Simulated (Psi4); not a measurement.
# GeH3Cl (SMILES [Cl][GeH3]): B3LYP/6-31G(d) (spherical functions)

Aim: the energy change on altering one bond length of GeH3Cl at B3LYP/6-31G* (spherical functions), from 2 runs. 

The results are computed with Psi4 1.11.

2 further runs of the same task are left out: 2 set aside as unsound or not needed.

**1. Starting point**

GeH3Cl has 5 atoms, charge 0, and is taken as a singlet. SMILES: `[Cl][GeH3]`. Geometry: relaxed at PBE0-D4/def2-TZVP.

Bond lengths: Cl1–Ge2 2.155 Å, Ge2–H3 1.532 Å, Ge2–H4 1.532 Å, Ge2–H5 1.532 Å. Angles: Cl1–Ge2–H3 107.1°, Cl1–Ge2–H4 107.1°, Cl1–Ge2–H5 107.1°, H3–Ge2–H4 111.7°, H3–Ge2–H5 111.7°, H4–Ge2–H5 111.7°.

**2. Energy and gradient at B3LYP/6-31G(d) (spherical functions)**

job.dat reads:

```
memory 1600 mb

molecule geom {
  0 1
  Cl
  Ge 1 r2
  H 2 r3 1 a3
  H 2 r4 3 a4 1 d4
  H 2 r5 4 a5 3 d5

  r2 = 2.155134
  r3 = 1.531843
  a3 = 107.11447
  r4 = 1.531812
  a4 = 111.72742
  d4 = 117.00925
  r5 = 1.53187
  a5 = 111.72076
  d5 = -125.98986
  symmetry c1
}

set globals {
  reference rks
  puream true
  e_convergence 1e-09
  d_convergence 1e-08
  scf_type pk
  dft_radial_points 99
  dft_spherical_points 590
}

E, wfn = gradient("b3lyp/6-31G*", return_wfn=True)
oeprop(wfn, "WIBERG_LOWDIN_INDICES", "QUADRUPOLE", "DIPOLE")
print_variables()
```

Launch:

```console
$ psi4 -i job.dat -o job.out -n 1
```

job.out:

```text
[...]
  Running in c1 symmetry.
[...]
  Nuclear repulsion =  176.393821016206658
[...]
  Multiplicity = 1
[...]
  Nalpha       = 26
  Nbeta        = 26
[...]
    Number of basis functions: 56
[...]
   @RKS iter   1: -2537.35716952715165   -1.86632e+00   4.79121e-02 DIIS/ADIIS
[...]
   @RKS iter  11: -2538.78733775273440    5.00222e-12   1.21239e-10 DIIS
[...]
    Orbital Energies [Eh]
    ---------------------
    Doubly Occupied:
       1A   -398.766439     2A   -101.510868     3A    -49.844381
       4A    -44.368668     5A    -44.367367     6A    -44.367367
       7A     -9.444111     8A     -7.205341     9A     -7.198218
      10A     -7.198218    11A     -6.275377    12A     -4.448595
      13A     -4.444175    14A     -4.444174    15A     -1.252424
      16A     -1.249514    17A     -1.249513    18A     -1.245854
      19A     -1.245854    20A     -0.812129    21A     -0.572743
      22A     -0.381798    23A     -0.381787    24A     -0.378419
      25A     -0.307644    26A     -0.307640
[...]
  @RKS Final Energy: -2538.78733775273440
   => Energetics <=
    Nuclear Repulsion Energy =            176.3938210162066582
    One-Electron Energy =               -3882.3295198311834611
    Two-Electron Energy =                1254.4115787127859676
    DFT Exchange-Correlation Energy =     -87.2632176505433250
    Empirical Dispersion Energy =           0.0000000000000000
    VV10 Nonlocal Energy =                  0.0000000000000000
    Total Energy =                      -2538.7873377527344019
[...]
  -Total Gradient:
     Atom            X                  Y                   Z
    ------   -----------------  -----------------  -----------------
       1        0.000001889295     0.000002291762     0.010123517296
       2       -0.000020791676    -0.000005721126    -0.006778465721
       3        0.000001486452     0.002972199736    -0.001114256036
       4        0.002584716236    -0.001488672837    -0.001118251195
       5       -0.002567954975    -0.001480101082    -0.001114662821
[...]
 Multipole Moments:
 ------------------------------------------------------------------------------------
     Multipole            Electronic (a.u.)      Nuclear  (a.u.)        Total (a.u.)
 ------------------------------------------------------------------------------------
 L = 1.  Multiply by 2.5417464519 to convert [e a0] to [Debye]
 Dipole X            :         -0.0002182            0.0001564           -0.0000619
 Dipole Y            :         -0.0001899            0.0001441           -0.0000458
 Dipole Z            :          2.5779365           -1.7035761            0.8743605
 Magnitude           :                                                    0.8743605
 L = 2.  Multiply by 1.3450342976 to convert [e a0^2] to [Debye ang]
 Quadrupole XX       :        -34.9817082           11.4807990          -23.5009092
 Quadrupole XY       :         -0.0000344           -0.0000341           -0.0000685
[...]
```

Wall time 8.4 s (1 thread of AMD EPYC 9R45 (Zen 5), shared host); peak memory 0.61 GiB.

**3. The distorted shape, same level**

input.dat reads:

```
memory 1600 mb

molecule geom {
  0 1
  Cl
  Ge 1 r2
  H 2 r3 1 a3
  H 2 r4 3 a4 1 d4
  H 2 r5 4 a5 3 d5

  r2 = 2.155134
  r3 = 1.531843
  a3 = 107.11447
  r4 = 1.531812
  a4 = 111.72742
  d4 = 117.00925
  r5 = 3.3701
  a5 = 111.72076
  d5 = -125.98986
  symmetry c1
}

set basis 6-31G*
set puream true
set e_convergence 1e-09
set d_convergence 1e-08
set scf_type pk
set dft_radial_points 99
set dft_spherical_points 590

e, wfn = gradient("b3lyp", return_wfn=True)
oeprop(wfn, "MAYER_INDICES", "QUADRUPOLE", "DIPOLE")
```

Launch:

```console
$ psi4 input.dat output.dat -n 1
```

output.dat, cut to the lines that bear on the results:

```text
[...]
  Running in c1 symmetry.
[...]
  Nuclear repulsion =  169.187764244260507
[...]
  Multiplicity = 1
[...]
  Nalpha       = 26
  Nbeta        = 26
[...]
    Number of basis functions: 56
[...]
   @RKS iter   1: -2536.78741105706786   -1.56498e+00   4.85437e-02 DIIS/ADIIS
[...]
   @RKS iter  18: -2538.63188911997804   -5.36602e-11   8.95295e-09 DIIS
[...]
  @RKS Final Energy: -2538.63188911997804
   => Energetics <=
    Nuclear Repulsion Energy =            169.1877642442605065
    One-Electron Energy =               -3866.6386984914029199
    Two-Electron Energy =                1245.9570994243649693
    DFT Exchange-Correlation Energy =     -87.1380542972006822
    Empirical Dispersion Energy =           0.0000000000000000
    VV10 Nonlocal Energy =                  0.0000000000000000
    Total Energy =                      -2538.6318891199780410
[...]
  -Total Gradient:
     Atom            X                  Y                   Z
    ------   -----------------  -----------------  -----------------
       1       -0.000916896498    -0.000528283083     0.005016417239
       2       -0.021416407094    -0.012356175706    -0.006838791725
       3       -0.003578692123     0.005949746372    -0.002795005315
       4        0.003371404410    -0.006079028589    -0.002798964112
       5        0.022540504341     0.013013689542     0.007414289851
[...]
 Multipole Moments:
 ------------------------------------------------------------------------------------
     Multipole            Electronic (a.u.)      Nuclear  (a.u.)        Total (a.u.)
 ------------------------------------------------------------------------------------
 L = 1.  Multiply by 2.5417464519 to convert [e a0] to [Debye]
 Dipole X            :         -2.2267735            1.5289833           -0.6977902
 Dipole Y            :         -1.2856428            0.8827919           -0.4028509
 Dipole Z            :          1.6094129           -1.1601999            0.4492130
 Magnitude           :                                                    0.9224925
 L = 2.  Multiply by 1.3450342976 to convert [e a0^2] to [Debye ang]
 Quadrupole XX       :        -59.8560750           33.4123508          -26.4437242
 Quadrupole XY       :        -14.1852152           12.6618514           -1.5233638
[...]
```

Wall time 10 s (1 thread of AMD EPYC 9R45 (Zen 5), shared host); peak memory 0.57 GiB.

**4. Outcome**

Level: B3LYP/6-31G* (spherical functions).

| quantity | value |
| --- | --- |
| first shape: total energy | -2538.78734 Eh |
| first shape: dipole moment | 2.22 D |
| first shape: HOMO energy | -8.37 eV |
| first shape: LUMO energy | -0.59 eV |
| first shape: HOMO–LUMO gap | 7.78 eV |
| first shape: largest force on an atom | 0.521 eV/Å |
| distorted shape: total energy | -2538.63189 Eh |
| distorted shape: dipole moment | 2.34 D |
| distorted shape: HOMO energy | -6.51 eV |
| distorted shape: LUMO energy | -4.36 eV |
| distorted shape: HOMO–LUMO gap | 2.15 eV |
| distorted shape: largest force on an atom | 1.392 eV/Å |
| energy change with the Ge2–H5 bond stretched from 1.532 to 3.370 Å | 4.230 eV |

**Reading.** One bond (distorted shape) is far stretched, which a spin-restricted single reference describes badly; a broken-symmetry solution may lie lower. With the Ge2–H5 bond stretched from 1.532 to 3.370 Å the energy rises by 4.23 eV (98 kcal/mol). The first shape isn't relaxed at this level, so the change isn't measured from a minimum. A restricted reference can't describe the breaking bond well at this length. The largest force (first shape) is 0.52 eV/Å: the shape isn't a stationary point for this species at this level.
